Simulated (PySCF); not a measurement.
# C8H10S (ethyl phenyl sulfide): the cost of one run

Computed with PySCF 2.14.0 and routines of our own; the level stands in each step. Atoms count from 0.

### Step 1. The starting structure

19 atoms, charge 0, multiplicity 1; geometry from: GFN2-xTB.

### Step 2. Relaxing the molecule at PBE0-D3(BJ)/def2-SVP

Job settings and geometry (Å):

```
{"job": {"xc": "PBE0", "basis": "def2-SVP", "d3": "d3bj", "grid": 2, "kind": "geom"}, "charge": 0, "multiplicity": 1}
C      3.627910     0.190220    -0.044459
C      2.192219    -0.274221     0.112485
S      1.072115     1.032754    -0.515138
C     -0.549495     0.427336    -0.159811
C     -1.601149     1.298341    -0.437299
C     -2.903765     0.913901    -0.195275
C     -3.174865    -0.342734     0.324510
C     -2.130413    -1.206801     0.598603
C     -0.819175    -0.831093     0.359280
H      4.306758    -0.575288     0.325853
H      3.853059     0.381501    -1.091165
H      3.794251     1.107260     0.515972
H      2.011560    -1.179994    -0.467105
H      1.950048    -0.444344     1.161796
H     -1.378333     2.273690    -0.842957
H     -3.710977     1.598604    -0.409488
H     -4.193719    -0.644979     0.513647
H     -2.330835    -2.188342     1.003190
H     -0.025000    -1.526560     0.579786
```

The run is started by

```console
$ OMP_NUM_THREADS=1 python excited_run.py task.json out
```

This one command runs all jobs of the session in turn.

**Question.** How long does this first job take on 1 thread of Arm Neoverse V1, shared host, and how much memory does it need?

About 77 s, with a peak of 0.83 GiB.
